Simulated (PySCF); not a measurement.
# CH6GeN2: the cost of one run

Computed with PySCF 2.14.0, with density-fitted response routines of our own, on a single molecule in the gas phase. Atoms are numbered from 0 throughout.

## 1. Starting geometry

10 atoms, charge 0, multiplicity 1; geometry from: GFN2-xTB. The atoms were then displaced at random by about 0.01 Å, so the start is not that level's minimum.

Bonds of the start (Å): C0–N1 1.26, N1–Ge2 1.86, Ge2–N3 1.78, C0–H4 1.12, C0–H5 1.07, Ge2–H6 1.49, Ge2–H7 1.50, N3–H8 1.02, N3–H9 1.02.

## 2. Optimising the geometry at PBE0-D3(BJ)/def2-SVP

The job: settings as JSON, then the geometry in Å.

```
{"job": {"xc": "PBE0", "basis": "def2-SVP", "d3": "d3bj", "grid": 1, "shake": 0.01, "kind": "geom"}, "charge": 0, "multiplicity": 1}
C      1.982050     0.456960    -0.361240
N      1.066090    -0.124740     0.269660
Ge    -0.629030    -0.677710    -0.251250
N     -1.817000     0.165500     0.767570
H      1.902500     0.759870    -1.432290
H      2.882240     0.759230     0.140160
H     -0.648280    -2.124290     0.123810
H     -0.966170    -0.413970    -1.687720
H     -1.963050     1.161210     0.632420
H     -1.758920     0.017010     1.777820
```

Launch:

```console
$ OMP_NUM_THREADS=1 python probes_run.py task.json out
```

One launch serves the whole session: the jobs run in the order shown.

**Question.** How long does this first job take on 1 thread of Arm Neoverse N1, shared host, and how much memory does it need?

About 74 s, with a peak of 0.43 GiB.
